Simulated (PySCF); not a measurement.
# C4H3IO: the cost of one run

Programs: PySCF 2.14.0, with routines of our own; each step states its level. All values are computed. Atoms count from 0.

## (1) The system as given

9 atoms, charge 0, multiplicity 1; geometry from: GFN2-xTB.

## (2) Optimising the geometry at PBE0-D3(BJ)/def2-SVP

What the job is given:

```
{"job": {"xc": "PBE0", "basis": "def2-SVP", "d3": "d3bj", "grid": 1, "maxiter": 30, "shake": 0.01, "kind": "geom"}, "charge": 0, "multiplicity": 1}
I      2.970410     0.356280    -0.116730
C      0.889480     0.027720    -0.042800
C     -0.150890     1.003950     0.016780
C     -1.256730     0.299040     0.056300
O     -1.048790    -1.029620     0.008870
C      0.278670    -1.179180    -0.044100
H      0.002420     2.066880     0.044070
H     -2.298970     0.612690     0.106290
H      0.672210    -2.174910    -0.062410
```

Run with:

```bash
> OMP_NUM_THREADS=1 python heavy_run.py task.json out
```

This one command runs all jobs of the session in turn.

**Question.** How long does this first job take on 1 thread of Intel Xeon 6975P-C, shared host, and how much memory does it need?

About 31 s, with a peak of 0.47 GiB.
